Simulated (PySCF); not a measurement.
**CH₅F₃GeSi: geometry, electronic excitations**

Wanted: the electronic excitations of CH₅F₃GeSi (`F[C](F)(F)[GeH2][SiH3]`), by calculation.

Programs: PySCF 2.14.0, with density-fitted response routines of our own. Each step states its level of theory. These are calculated values for one molecule in the gas phase, unless marked as measured. Atoms are numbered from 0 throughout.

### Step 1. The starting structure

11 atoms, charge 0, multiplicity 1; geometry from: GFN2-xTB. The atoms were then displaced at random by about 0.01 Å, so the start is not that level's minimum.

Bonds of the start (Å): F0–C1 1.37, C1–F2 1.35, C1–F3 1.36, C1–Ge4 2.01, Ge4–Si5 2.36, Ge4–H6 1.51, Ge4–H7 1.50, Si5–H8 1.48, Si5–H9 1.46, Si5–H10 1.46.

### Step 2. Geometry optimisation at PBE0-D3(BJ)/def2-SVP

What the job is given:

```
{"job": {"xc": "PBE0", "basis": "def2-SVP", "d3": "d3bj", "grid": 1, "shake": 0.01, "kind": "geom"}, "charge": 0, "multiplicity": 1}
F      2.841440    -0.413930     0.270740
C      1.553100    -0.118060     0.633760
F      1.239400    -0.978660     1.624050
F      1.621490     1.114310     1.202270
Ge     0.234770    -0.219800    -0.879800
Si    -1.909870     0.298420    -0.029410
H      0.907980     0.696630    -1.873690
H      0.555150    -1.584550    -1.412740
H     -2.248100    -0.678860     1.024420
H     -1.883980     1.640800     0.544370
H     -2.873260     0.217870    -1.119640
```

Launch:

```
> OMP_NUM_THREADS=1 python probes_run.py task.json out
```

This one command runs all jobs of the session in turn.

**Question.** This job is followed by: TDDFT PBE0/aug-cc-pVDZ, vertical, gas phase, core orbitals frozen in the response; TDDFT PBE0/def2-TZVPD, vertical, gas phase, core orbitals frozen in the response. Predict these results of the whole session: rotational constants (main isotopes); lowest singlet (PBE0/aug-cc-pVDZ); brightest single state of those computed; lowest triplet; range of the lowest singlet.

As calculated:

| quantity | value |
| --- | --- |
| rotational constants (main isotopes) | 2.96, 1.20, 1.03 GHz |
| lowest singlet (PBE0/aug-cc-pVDZ) | 7.29 eV (170 nm), f = 0.049 |
| brightest single state of those computed | state 4, 7.63 eV, f = 0.261 |
| lowest triplet | 6.37 eV |
| range of the lowest singlet | 7.22 to 7.29 eV |

Over 12 steps the energy fell by 0.183 eV; of the close pairs, Ge4–H7 changed most, 1.500 to 1.537 Å. The lowest singlet, at 7.29 eV, is HOMO→LUMO 0.58, HOMO→LUMO+2 0.24 and is weak; of the 10 states computed, the strongest absorption comes from state 4 at 7.63 eV (the last state computed is bright too, and its partners may lie past the list). The lowest triplet lies 0.92 eV below the lowest singlet (triplets in Tamm-Dancoff, singlets in full TDDFT). The lowest singlet runs from 7.22 eV (PBE0/def2-TZVPD) to 7.29 eV (PBE0/aug-cc-pVDZ), while the orbital gap spans 8.35 to 8.36 eV. The lowest state need not be the same one in every run.
